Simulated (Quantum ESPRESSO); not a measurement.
Here is a Quantum ESPRESSO 7.5 calculation.

Contents of pw.in:

```
&CONTROL
  calculation = 'scf'
  prefix = 'pwscf'
  outdir = './tmp'
  pseudo_dir = './pseudo'
  tprnfor = .true.
  tstress = .true.
  disk_io = 'low'
/
&SYSTEM
  ibrav = 0
  nat = 3
  ntyp = 2
  ecutwfc = 60
  ecutrho = 440
  nbnd = 16
  occupations = 'smearing'
  smearing = 'fd'
  degauss = 0.00367493
/
&ELECTRONS
  conv_thr = 6d-10
  electron_maxstep = 120
  mixing_beta = 0.5
/
ATOMIC_SPECIES
Sc    44.9559 Sc_ONCV_PBE-1.0.oncvpsp.upf
Si    28.0850 Si.pbe-n-rrkjus_psl.1.0.0.UPF
CELL_PARAMETERS angstrom
   3.6600000000    0.0000000000    0.0000000000
  -1.8300000000    3.1696529779    0.0000000000
   0.0000000000    0.0000000000    3.8700000000
ATOMIC_POSITIONS crystal
Sc     0.0000000000    0.0000000000    0.0000000000
Si     0.6666666667    0.3333333333    0.5000000000
Si     0.3333333333    0.6666666667    0.5000000000
K_POINTS automatic
8 8 7 0 0 0
```

pp_density.in

```
&INPUTPP
  prefix = 'pwscf'
  outdir = './tmp'
  filplot = 'density.dat'
  plot_num = 0
/
&PLOT
  nfile = 1
  filepp(1) = 'density.dat'
  iflag = 3
  output_format = 6
  fileout = 'density.cube'
/
```

The input pp_potential.in:

```
&INPUTPP
  prefix = 'pwscf'
  outdir = './tmp'
  filplot = 'potential.dat'
  plot_num = 11
/
&PLOT
  nfile = 1
  filepp(1) = 'potential.dat'
  iflag = 3
  output_format = 6
  fileout = 'potential.cube'
/
```

Potentials or basis: SSSP 1.3 efficiency PBE.

The run is started by

```console
$ OMP_NUM_THREADS=1 pw.x -in pw.in > pw.out
$ OMP_NUM_THREADS=1 pp.x -in pp_density.in > pp_density.out
$ OMP_NUM_THREADS=1 pp.x -in pp_potential.in > pp_potential.out
```

(1) What does it give for the pressure?

(2) Estimate the band gap on the k mesh.

Results:

(1) 25.3 GPa.

(2) none (metal or under the smearing width).

Caveat: so large a pressure means that the cell lies far from this level's equilibrium, or that cutoff or potentials fall short.
